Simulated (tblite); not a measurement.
**GFN1-xTB run of C4H4F2 (SMILES C=CC=C(F)F)**

Aim: the electronic atomisation energy of C4H4F2 at GFN1-xTB, from 4 runs. Input form: a Python script.

The results are computed with tblite 0.8.0.

15 further runs of the same task are left out: 15 set aside as unsound or not needed.

### Step 1. Starting point

C4H4F2 has 10 atoms, charge 0, and is taken as a singlet. SMILES: `C=CC=C(F)F`. The shape was relaxed beforehand at GFN1-xTB. This is one conformer, not always the lowest.

Bond lengths: C1–C2 1.331 Å, C2–C3 1.452 Å, C3–C4 1.325 Å, C4–F5 1.317 Å, C4–F6 1.317 Å, C1–H7 1.082 Å, C1–H8 1.081 Å, C2–H9 1.086 Å, C3–H10 1.083 Å. Some angles: C1–C2–C3 123.3°, C2–C3–C4 122.8°, C3–C4–F5 124.3°, C3–C4–F6 125.0°, F5–C4–F6 110.7°, C1–C2–H9 120.8°, C3–C2–H9 115.9°, C2–C1–H7 122.3°, C2–C1–H8 121.6°, C2–C3–H10 119.2°.

### Step 2. Vibrational wavenumbers at GFN1-xTB

input.xyz reads:

```xyz
10
start geometry
C      0.297716    -1.760756     0.574418
C      0.011222    -0.461240     0.591899
C      0.022690     0.374532    -0.595995
C     -0.264218     1.667881    -0.566458
F     -0.262661     2.451863    -1.624322
F     -0.588370     2.345305     0.515116
H      0.560277    -2.282397    -0.336639
H      0.280518    -2.356173     1.476030
H     -0.249239     0.037655     1.520594
H      0.275066    -0.067769    -1.551744
```

script.py reads:

```python
import json
import numpy as np
from tblite.interface import Calculator
from tblite.interface import symbols_to_numbers
from ase.data import atomic_masses

symbols = list(map(str, np.loadtxt("input.xyz", skiprows=2, usecols=0, dtype=str, ndmin=1)))
numbers = np.array(symbols_to_numbers(symbols))
positions = np.loadtxt("input.xyz", skiprows=2, usecols=(1, 2, 3), ndmin=2) / 0.529177210903

xtb = Calculator("GFN1-xTB", numbers, positions, charge=0, uhf=0)
xtb.set("verbosity", 0)
xtb.set("accuracy", 0.01)
wfn = xtb.singlepoint()
h = 0.005  # bohr
n = positions.size
H, D = np.zeros((n, n)), np.zeros((n, 3))
for a in range(n):
    g, d = [], []
    for sign in (1, -1):
        x = positions.ravel().copy()
        x[a] += sign * h
        xtb.update(x.reshape(-1, 3))
        y = xtb.singlepoint()
        g.append(y.get('gradient').ravel())
        d.append(y.get('dipole'))
    H[a], D[a] = (g[0] - g[1]) / (2 * h), (d[0] - d[1]) / (2 * h)
mass = np.repeat(atomic_masses[numbers], 3)
H = (H + H.T) / 2 / np.sqrt(np.outer(mass, mass))
# project out translations and rotations
com = positions - atomic_masses[numbers] @ positions / atomic_masses[numbers].sum()
T = [np.tile(v, len(numbers)) for v in np.eye(3)] + [np.cross(com, v).ravel() for v in np.eye(3)]
U, sv, _ = np.linalg.svd((np.array(T) * np.sqrt(mass)).T)
Q = U[:, (sv > 1e-3 * sv.max()).sum():]
w, V = np.linalg.eigh(Q.T @ H @ Q)
freq = np.sign(w) * np.sqrt(np.abs(w)) * 5140.487
inten = (((Q @ V).T / np.sqrt(mass)) @ D) ** 2
inten = inten.sum(axis=1) * 974.88
print(f"E = {wfn.get('energy'):.8f} Eh, max gradient {np.abs(wfn.get('gradient')).max():.2e} Eh/bohr")
print("mode   frequency/cm^-1   IR/(km/mol)")
for i, (v, s) in enumerate(zip(freq, inten), 1):
    print(f"{i:4d} {v:14.2f} {s:14.3f}")
zpe = freq[freq > 0].sum() / 2 / 219474.63
print(f"imaginary modes: {(freq < -10).sum()}, zero-point energy {zpe:.6f} Eh = {zpe * 27.211386:.4f} eV")
out = {k: np.asarray(wfn.get(k)).tolist() for k in ("energy", "gradient", "charges", "dipole", "orbital-energies", "orbital-occupations")}
out.update(symbols=symbols, positions=(positions * 0.529177210903).tolist(), frequencies=freq.tolist(), intensities=inten.tolist(), zpe=zpe)
json.dump(out, open("results.json", "w"))
```

Command:

```
python script.py
```

Standard output:

```text
E = -20.84416386 Eh, max gradient 2.69e-05 Eh/bohr
mode   frequency/cm^-1   IR/(km/mol)
   1         117.78          0.420
   2         152.83          1.650
   3         219.27          0.000
   4         364.54          1.178
   5         439.21         10.792
   6         500.08         36.156
   7         555.14          0.387
   8         647.77          1.879
   9         808.74         22.809
  10         860.96         16.099
  11         886.00         49.495
  12         970.53         79.407
  13         998.45         25.358
  14        1168.31         39.203
  15        1174.57         69.368
  16        1263.11        146.596
  17        1294.80         66.442
  18        1395.49         19.814
  19        1668.78          9.108
  20        1745.04        400.650
  21        3100.57          8.541
  22        3114.08          3.963
  23        3125.28          3.188
  24        3165.06         11.341
imaginary modes: 0, zero-point energy 0.067744 Eh = 1.8434 eV
```

Run time: 0.41 s. Hardware: 1 thread of Intel Xeon at 2.70GHz, shared host.

### Step 3. The C atom: the energy at GFN1-xTB

input.xyz reads:

```xyz
1

C      0.000000     0.000000     0.000000
```

run.py reads:

```python
"""GFN1-xTB single point"""
import json
import numpy as np
from tblite.interface import Calculator
from tblite.interface import symbols_to_numbers

symbols = list(map(str, np.loadtxt("input.xyz", skiprows=2, usecols=0, dtype=str, ndmin=1)))
numbers = np.array(symbols_to_numbers(symbols))
positions = np.loadtxt("input.xyz", skiprows=2, usecols=(1, 2, 3), ndmin=2) / 0.5291772

calc = Calculator("GFN1-xTB", numbers, positions, charge=0, uhf=2)
calc.set("verbosity", 0)
calc.set("accuracy", 0.1)
calc.add("spin-polarization", 1.0)
res = calc.singlepoint()

print(f"E(total): {res.get('energy') * 627.5095:.8f} kcal/mol")
eps = np.atleast_2d(res.get("orbital-energies")) * 27.211386
occ = np.atleast_2d(res.get("orbital-occupations"))
filled = occ.sum(axis=0) if eps.shape[0] == 1 else occ[0]
homo = np.nonzero(filled > 0.5)[0].max()
print("  MO   occupation   energy/eV")
for i in range(max(0, homo - 4), min(eps.shape[1], homo + 5)):
    print(f"{i + 1:4d} {filled[i]:10.4f} {eps[0, i]:12.4f}")
mu = res.get("dipole") * 2.541746
print(f"dipole: {np.linalg.norm(mu):.4f} D, components " + " ".join(f"{c:.4f}" for c in mu))
q = res.get("charges")
print("Charges:", " ".join(f"{s}{i + 1}={c:+.4f}" for i, (s, c) in enumerate(zip(symbols, q))))
out = {k: np.asarray(res.get(k)).tolist() for k in ("energy", "gradient", "charges", "dipole", "orbital-energies", "orbital-occupations")}
out.update(symbols=symbols, positions=(positions * 0.529177210903).tolist())
json.dump(out, open("results.json", "w"))
```

Run the same way, it converges to -1.78467 Eh (log not shown).

### Step 4. The F atom: a single-point energy at GFN1-xTB

run.py reads:

```python
import json
import numpy as np
from tblite.interface import Calculator

symbols = ["F"]
numbers = np.array([9])
positions = np.array([  # bohr
    [0.000000, 0.000000, 0.000000],
])

xtb = Calculator("GFN1-xTB", numbers, positions, charge=0, uhf=1)
xtb.set("verbosity", 0)
xtb.set("accuracy", 0.1)
xtb.add("spin-polarization", 1.0)
sp = xtb.singlepoint()

print(f"E(total): {sp.get('energy') * 627.5095:.8f} kcal/mol")
eps = np.atleast_2d(sp.get("orbital-energies")) * 27.211386
occ = np.atleast_2d(sp.get("orbital-occupations"))
filled = occ.sum(axis=0) if eps.shape[0] == 1 else occ[0]
homo = np.nonzero(filled > 0.5)[0].max()
print(f"HOMO {eps[0, homo]:.4f} eV")
if homo + 1 < eps.shape[1]:
    print(f"LUMO {eps[0, homo + 1]:.4f} eV, gap {eps[0, homo + 1] - eps[0, homo]:.4f} eV")
mu = sp.get("dipole") * 2.541746
print(f"dipole: {np.linalg.norm(mu):.4f} D, components " + " ".join(f"{c:.4f}" for c in mu))
q = sp.get("charges")
print("Charges:", " ".join(f"{s}{i + 1}={c:+.4f}" for i, (s, c) in enumerate(zip(symbols, q))))
out = {k: np.asarray(sp.get(k)).tolist() for k in ("energy", "gradient", "charges", "dipole", "orbital-energies", "orbital-occupations")}
out.update(symbols=symbols, positions=(positions * 0.529177210903).tolist())
json.dump(out, open("results.json", "w"))
```

Command:

```
python run.py
```

Standard output:

```text
E(total): -3145.01947655 kcal/mol
HOMO -18.0887 eV
dipole: 0.0000 D, components 0.0000 0.0000 0.0000
Charges: F1=+0.0000
```

Run time: 0.14 s. Hardware: 1 thread of Intel Xeon at 2.70GHz, shared host.

### Step 5. The H atom: the energy at GFN1-xTB

calc.py reads:

```python
"""GFN1-xTB single point"""
import json
import numpy as np
from tblite.interface import Calculator

symbols = ["H"]
numbers = np.array([1])
positions = np.array([
    [0.000000, 0.000000, 0.000000],
]) / 0.5291772  # angstrom to bohr

xtb = Calculator("GFN1-xTB", numbers, positions, charge=0, uhf=1)
xtb.set("verbosity", 0)
xtb.set("accuracy", 0.1)
xtb.add("spin-polarization", 1.0)
result = xtb.singlepoint()

print(f"E(total): {result.get('energy') * 27.211386:.8f} eV")
eps = np.atleast_2d(result.get("orbital-energies")) * 27.211386
occ = np.atleast_2d(result.get("orbital-occupations"))
filled = occ.sum(axis=0) if eps.shape[0] == 1 else occ[0]
homo = np.nonzero(filled > 0.5)[0].max()
print("  MO   occupation   energy/eV")
for i in range(max(0, homo - 4), min(eps.shape[1], homo + 5)):
    print(f"{i + 1:4d} {filled[i]:10.4f} {eps[0, i]:12.4f}")
mu = result.get("dipole") * 2.541746
print(f"dipole: {np.linalg.norm(mu):.4f} D, components " + " ".join(f"{c:.4f}" for c in mu))
q = result.get("charges")
print("Charges:", " ".join(f"{s}{i + 1}={c:+.4f}" for i, (s, c) in enumerate(zip(symbols, q))))
out = {k: np.asarray(result.get(k)).tolist() for k in ("energy", "gradient", "charges", "dipole", "orbital-energies", "orbital-occupations")}
out.update(symbols=symbols, positions=(positions * 0.529177210903).tolist())
json.dump(out, open("results.json", "w"))
```

Run the same way, it converges to -0.43724 Eh (log not shown).

### Step 6. What came out

Level: GFN1-xTB.

| quantity | value |
| --- | --- |
| molecule: total energy | -20.84416 Eh |
| molecule: dipole moment | 1.58 D |
| molecule: HOMO energy | -11.74 eV |
| molecule: LUMO energy | -7.97 eV |
| molecule: HOMO–LUMO gap | 3.76 eV |
| molecule: largest force on an atom | 0.002 eV/Å |
| molecule: lowest harmonic wavenumber | 118 cm⁻¹ |
| molecule: highest harmonic wavenumber | 3165 cm⁻¹ |
| molecule: zero-point energy | 177.9 kJ/mol |
| C atom: total energy | -1.78467 Eh |
| C atom: dipole moment | 0.00 D |
| C atom: HOMO energy (as the program lists it) | -11.29 eV |
| C atom: largest force on an atom | 0.000 eV/Å |
| F atom: total energy | -5.01191 Eh |
| F atom: dipole moment | 0.00 D |
| F atom: HOMO energy (as the program lists it) | -18.09 eV |
| F atom: largest force on an atom | 0.000 eV/Å |
| H atom: total energy | -0.43724 Eh |
| H atom: dipole moment | 0.00 D |
| H atom: HOMO energy (as the program lists it) | -12.87 eV |
| H atom: largest force on an atom | 0.000 eV/Å |
| electronic atomisation energy | 52.591 eV |

Taking the molecule apart into free atoms costs 52.59 eV (5074 kJ/mol), before zero-point energy and without spin-orbit coupling. Tight-binding and semi-empirical models aren't fitted to free atoms, so this value can be far from the true one. All 24 modes (molecule) are real, so the shape is a minimum at this level. Mulliken charges (molecule) run from -0.22 on F5 to +0.46 on C4.
